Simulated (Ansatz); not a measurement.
# Alloy of AlN and SiC (9 of 48 Al sites, 9 of 48 N sites exchanged), 96 atoms

Wanted: the relaxed alloy cell and its gap (PBEsol and HSE06).

Program: Ansatz 0.2.0, PAW, plane waves. These are calculated values, not measurements.

## Step 1: The system as built

96 atoms (39 Al, 9 Si, 39 N, 9 C); a = 9.320 Å, b = 10.762 Å, c = 9.991 Å, α = 90.00°, β = 90.00°, γ = 90.00°. All atoms were shaken off their sites by about 0.02 Å along each axis.

The runs, in order: (2) PBEsol cell relaxation at the single k point (¼, ¼, ¼), on 7 threads of Arm Neoverse-V2; (3) HSE06 single point at the Γ point alone, on 7 threads of Arm Neoverse-V2.

## Step 2: Relaxing cell and atoms with PBEsol

Input file in.yaml:

```yaml
crystal:
  lattice:
    - [9.319903, 0.000000, 0.000000]
    - [0.000000, 10.761696, 0.000000]
    - [0.000000, 0.000000, 9.991393]
  atoms:
    - { symbol: Al, position: [0.163870, 0.081939, 0.248742] }
    - { symbol: Al, position: [0.167545, 0.082793, 0.748765] }
    - { symbol: Al, position: [0.002274, 0.331053, 0.747299] }
    - { symbol: Al, position: [0.500273, 0.085435, 0.248594] }
    - { symbol: Al, position: [0.164573, 0.582357, 0.246287] }
    - { symbol: Al, position: [0.167821, 0.584662, 0.746804] }
    - { symbol: Al, position: [0.004944, 0.831497, 0.246900] }
    - { symbol: Al, position: [0.994506, 0.833814, 0.750081] }
    - { symbol: Al, position: [0.831483, 0.083273, 0.246872] }
    - { symbol: Al, position: [0.830580, 0.087031, 0.753060] }
    - { symbol: Al, position: [0.666732, 0.333645, 0.249849] }
    - { symbol: Al, position: [0.665095, 0.332967, 0.748243] }
    - { symbol: Al, position: [0.499273, 0.583820, 0.749186] }
    - { symbol: Al, position: [0.337766, 0.834883, 0.251560] }
    - { symbol: Al, position: [0.337220, 0.832301, 0.749442] }
    - { symbol: Al, position: [0.834608, 0.580743, 0.247832] }
    - { symbol: Al, position: [0.834514, 0.582702, 0.751719] }
    - { symbol: Al, position: [0.664423, 0.834393, 0.247426] }
    - { symbol: Al, position: [0.665477, 0.834820, 0.748237] }
    - { symbol: Al, position: [0.998127, 0.167959, 0.497261] }
    - { symbol: Al, position: [0.997778, 0.168579, 0.996016] }
    - { symbol: Al, position: [0.333354, 0.164590, 0.496258] }
    - { symbol: Al, position: [0.337236, 0.167983, 0.000678] }
    - { symbol: Al, position: [0.167682, 0.417589, 0.498683] }
    - { symbol: Al, position: [0.166667, 0.416799, 0.996261] }
    - { symbol: Al, position: [0.003293, 0.665955, 0.498326] }
    - { symbol: Al, position: [0.998980, 0.670614, 0.000638] }
    - { symbol: Al, position: [0.670208, 0.167839, 0.997290] }
    - { symbol: Al, position: [0.502889, 0.416239, 0.503501] }
    - { symbol: Al, position: [0.498797, 0.415964, 0.999130] }
    - { symbol: Al, position: [0.331477, 0.667887, 0.502360] }
    - { symbol: Al, position: [0.165366, 0.918092, 0.494375] }
    - { symbol: Al, position: [0.164633, 0.913676, 0.001150] }
    - { symbol: Al, position: [0.836761, 0.417986, 0.499372] }
    - { symbol: Al, position: [0.837530, 0.419308, 0.998290] }
    - { symbol: Al, position: [0.499318, 0.916727, 0.498648] }
    - { symbol: Al, position: [0.502454, 0.916434, 0.999914] }
    - { symbol: Al, position: [0.838070, 0.915079, 0.498599] }
    - { symbol: Al, position: [0.830516, 0.919481, 0.999279] }
    - { symbol: Si, position: [0.003469, 0.334166, 0.250994] }
    - { symbol: Si, position: [0.503847, 0.086027, 0.748641] }
    - { symbol: Si, position: [0.337050, 0.328941, 0.252715] }
    - { symbol: Si, position: [0.333176, 0.332369, 0.751144] }
    - { symbol: Si, position: [0.499324, 0.580454, 0.251114] }
    - { symbol: Si, position: [0.667941, 0.167025, 0.502754] }
    - { symbol: Si, position: [0.333243, 0.666301, 0.998202] }
    - { symbol: Si, position: [0.668148, 0.665616, 0.496679] }
    - { symbol: Si, position: [0.665621, 0.665340, 0.997188] }
    - { symbol: N, position: [0.001986, 0.168293, 0.185565] }
    - { symbol: N, position: [0.999485, 0.168432, 0.691563] }
    - { symbol: N, position: [0.335377, 0.165924, 0.192041] }
    - { symbol: N, position: [0.336590, 0.164754, 0.687038] }
    - { symbol: N, position: [0.164507, 0.417247, 0.184868] }
    - { symbol: N, position: [0.167527, 0.418686, 0.689623] }
    - { symbol: N, position: [0.000053, 0.666973, 0.190415] }
    - { symbol: N, position: [0.001296, 0.667998, 0.691685] }
    - { symbol: N, position: [0.664516, 0.171128, 0.188359] }
    - { symbol: N, position: [0.665221, 0.168297, 0.688959] }
    - { symbol: N, position: [0.502589, 0.416349, 0.187944] }
    - { symbol: N, position: [0.496857, 0.411951, 0.686860] }
    - { symbol: N, position: [0.331727, 0.662918, 0.186820] }
    - { symbol: N, position: [0.331028, 0.667501, 0.690517] }
    - { symbol: N, position: [0.165735, 0.915941, 0.688595] }
    - { symbol: N, position: [0.664187, 0.669150, 0.190936] }
    - { symbol: N, position: [0.665742, 0.668629, 0.689152] }
    - { symbol: N, position: [0.501332, 0.919279, 0.192009] }
    - { symbol: N, position: [0.498983, 0.914303, 0.694291] }
    - { symbol: N, position: [0.836435, 0.915798, 0.186368] }
    - { symbol: N, position: [0.835821, 0.914696, 0.686526] }
    - { symbol: N, position: [0.168777, 0.082854, 0.440360] }
    - { symbol: N, position: [0.168329, 0.084181, 0.942287] }
    - { symbol: N, position: [0.003481, 0.334810, 0.443151] }
    - { symbol: N, position: [0.000430, 0.332057, 0.937685] }
    - { symbol: N, position: [0.500163, 0.084124, 0.441062] }
    - { symbol: N, position: [0.331078, 0.333930, 0.938066] }
    - { symbol: N, position: [0.167730, 0.582359, 0.442043] }
    - { symbol: N, position: [0.167247, 0.585498, 0.939924] }
    - { symbol: N, position: [0.997656, 0.833357, 0.439432] }
    - { symbol: N, position: [0.001781, 0.833922, 0.937002] }
    - { symbol: N, position: [0.831137, 0.081489, 0.437119] }
    - { symbol: N, position: [0.664811, 0.335581, 0.441324] }
    - { symbol: N, position: [0.669135, 0.333749, 0.938615] }
    - { symbol: N, position: [0.500606, 0.581258, 0.437425] }
    - { symbol: N, position: [0.332196, 0.837421, 0.437615] }
    - { symbol: N, position: [0.333833, 0.835167, 0.939352] }
    - { symbol: N, position: [0.833740, 0.582365, 0.940110] }
    - { symbol: N, position: [0.666238, 0.835357, 0.937754] }
    - { symbol: C, position: [0.167284, 0.913396, 0.190354] }
    - { symbol: C, position: [0.832805, 0.418471, 0.191042] }
    - { symbol: C, position: [0.832309, 0.415165, 0.685719] }
    - { symbol: C, position: [0.500264, 0.081379, 0.940084] }
    - { symbol: C, position: [0.331204, 0.332482, 0.441573] }
    - { symbol: C, position: [0.835552, 0.085288, 0.941129] }
    - { symbol: C, position: [0.502836, 0.582683, 0.942453] }
    - { symbol: C, position: [0.833431, 0.582175, 0.438550] }
    - { symbol: C, position: [0.666607, 0.832494, 0.436379] }
  symmetry: { detect: false }
kpoints:
  mp_grid: { grid: [1, 1, 1], shift: [0.25, 0.25, 0.25] }
hamiltonian:
  xc: pbesol
scf:
  occupations: { method: fermi_dirac, width: 0.01 }
relax:
  f_tol: 0.03
  max_steps: 80
  escape_saddle: false
  adjacent_minimum: "off"
  cell: { fix: [alpha, beta, gamma] }
output:
  forces: true
  eigenvalues: true
  populations: true
```

The runs that follow: HSE06 single point.

**Question.** What will these runs give? Wanted: for each run, top filled to lowest empty.

**Answer**, as computed:

| level | time | k points | top filled to lowest empty (eV) |
| --- | --- | --- | --- |
| PBEsol, relaxation | 83 s (7 CPU threads) | (¼, ¼, ¼) | 3.50 |
| HSE06 | 3.5 min (7 CPU threads) | Γ | 4.18 |

```
     quantity                                                                        value
   relaxation                                             6 recorded steps, 7.29 eV gained
largest shift                                                                 0.20 Å (N58)
 relaxed cell  a = 9.347 Å, b = 10.777 Å, c = 10.000 Å, α = 90.00°, β = 90.00°, γ = 90.00°
   mean bonds                             Al–C 1.917, Al–N 1.920, C–Si 1.795, N–Si 1.808 Å
```

**What this shows.** Relaxation gains 7.29 eV, with shifts up to 0.20 Å (N58), while the volume changes by +0.5 %. The mean lengths of the listed bonds run from C–Si 1.79 Å to Al–N 1.92 Å. The relaxation ran on other k points, so part of any difference from the later rows can come from the mesh. With one k point the spacing samples only the states that fold onto it, so it can exceed the gap over the zone.
